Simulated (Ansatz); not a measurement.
# SiH₄Se (SMILES [SiH3][SeH]): functionals against CCSD(T) at one geometry

One table from this session's results is given with a row withheld; the runs are named, their logs left out.

Program: Ansatz 0.2.0, Gaussian basis. Level of theory: single points in def2-TZVPP. These are calculated values, not measurements.

Cores are frozen in the correlated methods. Filled d shells of the heavier atoms are correlated.

### The system as given

6 atoms, charge 0, spin multiplicity 1.

Atoms are counted from 1 here; the program's logs count them from 0.

Bond lengths: Si1–Se2 2.193 Å, Si1–H3 1.489 Å, Si1–H4 1.594 Å, Si1–H5 1.461 Å, Se2–H6 1.655 Å. Angles: Se2–Si1–H3 114.9°, Se2–Si1–H4 112.1°, Se2–Si1–H5 112.9°, H3–Si1–H4 97.4°, H3–Si1–H5 110.2°, H4–Si1–H5 108.2°, Si1–Se2–H6 90.4°.

As a file:

```xyz
6

Si   -0.2351   -0.2656   -0.4123
Se    0.8507   -0.3619    1.4902
H    -1.6247    0.2607   -0.3153
H    -0.6035   -1.7135   -0.9667
H     0.5037    0.4465   -1.4524
H     0.9156    1.2906    1.5494
```

The first run:

run/in.yaml reads:

```yaml
crystal:
  periodic: [false, false, false]
  atoms:
    - {symbol: Si, position_ang: [-0.235100, -0.265600, -0.412300]}
    - {symbol: Se, position_ang: [0.850700, -0.361900, 1.490200]}
    - {symbol: H, position_ang: [-1.624700, 0.260700, -0.315300]}
    - {symbol: H, position_ang: [-0.603500, -1.713500, -0.966700]}
    - {symbol: H, position_ang: [0.503700, 0.446500, -1.452400]}
    - {symbol: H, position_ang: [0.915600, 1.290600, 1.549400]}
basis:
  gaussian: {orbitals: def2-TZVPP}
correlation: {method: ccsd_t}
output: {forces: true}
```

No record of the launch command was kept for these runs.

Among the steps run: CCSD(T)/def2-TZVPP; PBE0-D4/def2-TZVPP; wB97M-V/def2-TZVPP; r2SCAN-D4/def2-TZVPP; PBE-D4/def2-TZVPP; r2SCANh-D4/def2-TZVPP; B97M-V/def2-TZVPP.

One table of the session follows, with a row left open; its other results are not shown here.

```
    method  RMS force component (eV/Å)  angle to CCSD(T) forces (°)  dipole (D)
   CCSD(T)                       1.235                    reference        0.78
   PBE0-D4                       1.201                          2.9        0.79
   wB97M-V                       1.251                          2.3        0.79
 r2SCAN-D4                       1.187                          2.3        0.80
    PBE-D4                       1.115                          6.1        0.73
r2SCANh-D4                           ?                            ?           ?
    B97M-V                       1.160                          3.2        0.82
```

**Question.** Estimate the row for r2SCANh-D4.

The run gave: RMS force component (eV/Å): 1.212; angle to CCSD(T) forces (°): 2.6; dipole (D): 0.81. In the column «RMS force component (eV/Å)» it lies between PBE0-D4 (1.201) and CCSD(T) (1.235).
